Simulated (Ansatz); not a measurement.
Ta4O in Ansatz: the effect of Hubbard term

The system is Ta4O.

```xyz
5
Lattice="3.2575 0.0000 0.0000 0.0000 3.2575 0.0000 0.0000 0.0000 7.4093" Properties=species:S:1:pos:R:3 pbc="T T T"
Ta    0.0000    0.0000    0.0000
Ta    1.6287    1.6287    1.6067
Ta    1.6287    1.6287    5.8027
Ta    0.0000    0.0000    3.7047
O     1.6287    1.6287    3.7047
```

The cell comes from a database or a generator and needn't be the stable form of this composition.

Alike in all runs:

| Property | Result |
| --- | --- |
| Program | Ansatz 0.2.0 |
| Task | band structure |
| Functional | PBEsol |
| Potentials or basis | Ansatz PAW |
| Cutoff | 420 eV |
| Density cutoff | 1680 eV |
| k mesh | 8 × 8 × 4 |
| Occupations | fermi-dirac, width 0.05 eV |
| Spin | no spin polarisation |
| Path | [["G", "X", "M", "G", "Z", "R", "A", "Z"], ["X", "R"], ["M", "A"]] |
| Points for each segment of the path | 14 |
| Hubbard projectors | ortho-atomic (the default) |
| Double counting | fll (the default) |

**Question.** One run gave: pressure -2.6 GPa; largest force 0.74 eV/Å. Which Hubbard term did it use?
A. Ta d U = 3 eV
B. Ta d U = 1 eV
C. Ta d U = 5 eV
D. Ta d U = 2 eV
E. Ta d U = 6 eV

**Answer.** C.

| Hubbard term | pressure (GPa) | largest force (eV/Å) |
| --- | --- | --- |
| Ta d U = 1 eV | -7.3 | 0.13 |
| Ta d U = 2 eV | -6.4 | 0.26 |
| Ta d U = 3 eV | -5.3 | 0.40 |
| Ta d U = 4 eV | -4.1 | 0.56 |
| Ta d U = 5 eV | -2.6 | 0.74 |
| Ta d U = 6 eV | -0.4 | 0.92 |
| Ta d U = 8 eV | 12.4 | 0.58 |

Caveats: U without spin polarisation on a metal has little footing; the PAW data sets come from PBE, with cores solved anew for the run's functional, which leaves a small shift of forces and pressure.

Not every run made on this cell is shown here.
